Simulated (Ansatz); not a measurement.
# Ru (P6_3/mmc): all-electron equation of state in Python

Where is the equilibrium volume of Ru (P6_3/mmc) with all electrons, and how stiff is it? The task is an all-electron equation of state, for Ru (P6_3/mmc).

Computed with Ansatz 0.2.0, driven from Python. Level of theory: DFT PBE, all-electron LAPW.

## Step 1: Starting point

The structure is hexagonal, space group P6_3/mmc (No. 194). Conventional cell: a = 2.706 Å, b = 2.706 Å, c = 4.282 Å, α = 90.00°, β = 90.00°, γ = 120.00°. Ru (site symmetry -6m2) has 12 Ru at 2.65 to 2.71 Å in its first shell of neighbours.

The script holds or builds the structure itself.

## Step 2: The code

eos_lapw_ru.py reads:

```python
import ansatz as az
from ase.eos import EquationOfState
from ase.units import GPa
import numpy as np

vectors0 = np.array([
    [2.7058, 0.0, 0.0],
    [-1.3529, 2.343292, 0.0],
    [0.0, 0.0, 4.2819],
])
sites = [
    ('Ru', [1 / 3, 2 / 3, 0.25]),
    ('Ru', [2 / 3, 1 / 3, 0.75]),
]


def make_crystal(cell):
    crystal = az.Crystal(lattice=az.Lattice.of(cell))
    for symbol, position in sites:
        crystal = crystal.atom(symbol, position)
    return crystal


def main() -> None:
    volumes, energies = [], []
    for scale in np.linspace(0.94, 1.06, 5):
        cell = vectors0 * scale ** (1 / 3)
        calculation = (
            make_crystal(cell).calculation()
            .occupations('fermi_dirac')
            .functional('pbe')
            .kpoints(14, 14, 8)
            .pseudopotentials('all_electron', lapw=True)
        )
        rep = calculation.run(threads=1).report
        volumes.append(abs(np.linalg.det(cell)) / len(sites))
        energies.append(rep['free_energy_ev'] / len(sites))
        print(f'{scale:.3f} {volumes[-1]:9.4f} A^3/atom {energies[-1]:16.5f} eV/atom  (estimated basis error {1000 * rep["lapw_basis_errors"]["total_ev_per_atom"]:.2f} meV/atom)')
    v0, e0, bulk = EquationOfState(volumes, energies, eos='birchmurnaghan').fit()
    print(f'V0 = {v0:.4f} A^3/atom, B0 = {bulk / GPa:.1f} GPa')


if __name__ == '__main__':
    main()
```

## Step 3: Running it

Started as:

```bash
> python eos_lapw_ru.py
```

The program printed:

```text
0.940   12.7602 A^3/atom    -123295.11370 eV/atom  (estimated basis error 0.06 meV/atom)
0.970   13.1674 A^3/atom    -123295.16948 eV/atom  (estimated basis error 0.06 meV/atom)
1.000   13.5746 A^3/atom    -123295.19490 eV/atom  (estimated basis error 0.06 meV/atom)
1.030   13.9819 A^3/atom    -123295.19480 eV/atom  (estimated basis error 0.06 meV/atom)
1.060   14.3891 A^3/atom    -123295.17323 eV/atom  (estimated basis error 0.05 meV/atom)
V0 = 13.7736 A^3/atom, B0 = 311.4 GPa
```

Wall time 2.8 min (1 thread of Arm Neoverse V2, shared host); peak memory 0.67 GiB.

## Step 4: Run by run

From the records of these 5 runs:

| run | volume (Å³/atom) | energy from run 3 (meV/atom) | SCF cycles | CPU time (s) |
| --- | --- | --- | --- | --- |
| 1 | 12.760 | 81.20 | 8 | 34 |
| 2 | 13.167 | 25.43 | 8 | 34 |
| 3 | 13.575 | 0.00 | 8 | 33 |
| 4 | 13.982 | 0.11 | 8 | 33 |
| 5 | 14.389 | 21.67 | 8 | 34 |

Energies are free energies F = E - TS of the smeared occupations. 

## Step 5: Outcome

| quantity | value |
| --- | --- |
| runs compared | 5 |
| range of energy | 81.20 meV/atom |
| lowest point, volume (Å³/atom) | 13.575 |
| equilibrium volume (fit) | 13.77 Å³/atom |
| bulk modulus (fit) | 311 GPa |

**Reading.** A third-order Birch-Murnaghan fit through the 5 points has its minimum at 13.77 Å³ an atom, 1.5 % above the typed cell, with a bulk modulus of 311 GPa and dB/dP = 4.8. From that minimum the energy rises by 84.1 meV an atom on the compressed side and 24.5 meV on the expanded side. What to keep in mind:
- All-electron totals depend on functional, relativistic treatment and basis; only differences at equal settings carry meaning.
- Spin is left out of this run.
- Shape and fractional positions are held along the curve, so the bulk modulus is an upper value where they are free to relax.
